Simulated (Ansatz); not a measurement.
**HF/6-31G(d) (spherical functions) run of C6H5F (fluorobenzene)**

What is the vertical ionisation energy of C6H5F (fluorobenzene) at HF/6-31G* (spherical functions)? 

The results are computed with Ansatz 0.2.0.

38 further runs of the same task are left out: 38 set aside as unsound or not needed. Runs told in other sessions of the task aren't counted.

## 1. The molecule

C6H5F: 12 atoms, total charge 0, spin state singlet. As SMILES, `Fc1ccccc1`. The shape is that of a PBE0-D4/def2-TZVP optimisation.

Bond lengths: F1–C2 1.340 Å, C2–C3 1.381 Å, C3–C4 1.387 Å, C4–C5 1.387 Å, C5–C6 1.387 Å, C2–C7 1.381 Å, C6–C7 1.387 Å, C3–H8 1.083 Å, C4–H9 1.084 Å, C5–H10 1.083 Å, C6–H11 1.084 Å, C7–H12 1.083 Å. Some angles: F1–C2–C3 118.9°, F1–C2–C7 118.9°, C3–C2–C7 122.3°, C2–C3–C4 118.5°, C3–C4–C5 120.5°, C4–C5–C6 119.8°, C5–C6–C7 120.5°, C2–C7–C6 118.5°, C2–C3–H8 119.6°, C4–C3–H8 121.9°.

## 2. A single-point energy at HF/6-31G(d) (spherical functions)

in.yaml reads:

```yaml
crystal:
  periodic: [false, false, false]
  atoms:
    - symbol: F
      position_ang: [0.373400, -2.651880, -0.049000]
    - symbol: C
      position_ang: [0.186660, -1.325620, -0.024490]
    - symbol: C
      position_ang: [-0.745470, -0.799820, 0.848530]
    - symbol: C
      position_ang: [-0.932320, 0.574350, 0.867240]
    - symbol: C
      position_ang: [-0.196600, 1.396240, 0.025800]
    - symbol: C
      position_ang: [0.733120, 0.840420, -0.841100]
    - symbol: C
      position_ang: [0.932970, -0.531670, -0.873120]
    - symbol: H
      position_ang: [-1.307140, -1.462390, 1.495210]
    - symbol: H
      position_ang: [-1.659890, 1.003340, 1.546360]
    - symbol: H
      position_ang: [-0.347620, 2.468730, 0.045610]
    - symbol: H
      position_ang: [1.310500, 1.477900, -1.500520]
    - symbol: H
      position_ang: [1.652380, -0.989580, -1.540520]
basis:
  gaussian:
    orbitals: 6-31G_st_-spherical.json
output: {orbitals: {seedname: orbitals}}
accuracy: high
hamiltonian:
  xc: hf
```

The basis set 6-31G* is read from a file made from the Basis Set Exchange's data (not shown).

Command:

```console
$ ansatz run in.yaml --threads 1 --pin off --max-ram 3480MiB --events-out events.jsonl --progress --plain --runs-dir runs
```

The log of the run:

```text
Warning: RAYON_NUM_THREADS=1 ignored (pool sized by the plan → 1); use --threads N
Functional definition: HF
  name "HF"
  exchange = exact_x
  correlation = 0
2657 factors; integrals over basis functions are off by at most 3.4e-9 eV
mean field evaluation 1: about -8964.4289 eV, gradient 3.2e1 eV
mean field evaluation 2: about -8964.5751 eV, gradient 3.2e1 eV
mean field evaluation 4: about -8967.5298 eV, gradient 4.6e0 eV
mean field evaluation 8: about -8967.5885 eV, gradient 1.6e-4 eV
mean field -8967.58845828 eV, -329.5527973920 hartree, gradient 2.3e-8 eV, S^2 0.000000; 0 other end points of the search recorded, 0 dependent functions left out
reference -8967.58845828 eV, -329.5527973920 hartree; 25, 25 occupied and 83, 83 virtual orbitals, 2657 factors
Total energy: -8967.58845828 eV, -329.5527973920 hartree
```

Wall time 4.2 s (1 thread of Intel Xeon 6975P-C (Granite Rapids), shared host); peak memory 0.39 GiB.

## 3. The doublet cation

molecule.yaml reads:

```yaml
crystal:
  periodic: [false, false, false]
  atoms:
    - {symbol: F, position_ang: [0.373400, -2.651880, -0.049000]}
    - {symbol: C, position_ang: [0.186660, -1.325620, -0.024490]}
    - {symbol: C, position_ang: [-0.745470, -0.799820, 0.848530]}
    - {symbol: C, position_ang: [-0.932320, 0.574350, 0.867240]}
    - {symbol: C, position_ang: [-0.196600, 1.396240, 0.025800]}
    - {symbol: C, position_ang: [0.733120, 0.840420, -0.841100]}
    - {symbol: C, position_ang: [0.932970, -0.531670, -0.873120]}
    - {symbol: H, position_ang: [-1.307140, -1.462390, 1.495210]}
    - {symbol: H, position_ang: [-1.659890, 1.003340, 1.546360]}
    - {symbol: H, position_ang: [-0.347620, 2.468730, 0.045610]}
    - {symbol: H, position_ang: [1.310500, 1.477900, -1.500520]}
    - {symbol: H, position_ang: [1.652380, -0.989580, -1.540520]}
basis:
  gaussian: {orbitals: 6-31G_st_-spherical.json}
total_charge: 1
magnetization: {spin_polarized: true, initial_magnetization: 1}
hamiltonian: {xc: hf}
accuracy: high
output: {orbitals: {seedname: orbitals}}
```

The basis set 6-31G* is read from a file made from the Basis Set Exchange's data (not shown).

Command:

```console
$ ansatz run molecule.yaml --threads 1 --pin off --max-ram 3480MiB --events-out events.jsonl --progress --plain --runs-dir runs
```

The log of the run, cut to the lines that bear on the results:

```text
Warning: RAYON_NUM_THREADS=1 ignored (pool sized by the plan → 1); use --threads N
[... 2 set-up lines as earlier in the session ...]
[...]
2656 factors; integrals over basis functions are off by at most 3.5e-9 eV
[...]
mean field -8959.60391957 eV, -329.2593710066 hartree, gradient 2.6e-8 eV, S^2 0.868493; 3 other end points of the search recorded, 0 dependent functions left out
reference -8959.60391957 eV, -329.2593710066 hartree; 25, 24 occupied and 83, 84 virtual orbitals, 2656 factors
Total energy: -8959.60391957 eV, -329.2593710066 hartree
```

It took 23 s on 1 thread of Intel Xeon 6975P-C (Granite Rapids), shared host; peak memory 0.5 GiB.

## 4. Outcome

Level: HF/6-31G* (spherical functions).

```
                                          quantity          value
                       singlet C6H5F: total energy  -329.55280 Eh
                        singlet C6H5F: HOMO energy       -9.10 eV
                        singlet C6H5F: LUMO energy        3.63 eV
                      singlet C6H5F: HOMO–LUMO gap       12.73 eV
                      doublet cation: total energy  -329.25937 Eh
doublet cation: HOMO energy (highest over α and β)      -15.37 eV
 doublet cation: LUMO energy (lowest over α and β)       -6.90 eV
                              doublet cation: ⟨S²⟩          0.868
vertical ionisation energy (to the doublet cation)       7.985 eV
```

**Reading.** Removing an electron at fixed nuclei costs 7.98 eV (184 kcal/mol). The negative HOMO energy of the first species, 9.10 eV, lies 1.11 eV above that difference. ⟨S²⟩ (doublet cation) is 0.87 where a pure doublet has 0.75: the reference is spin-contaminated.
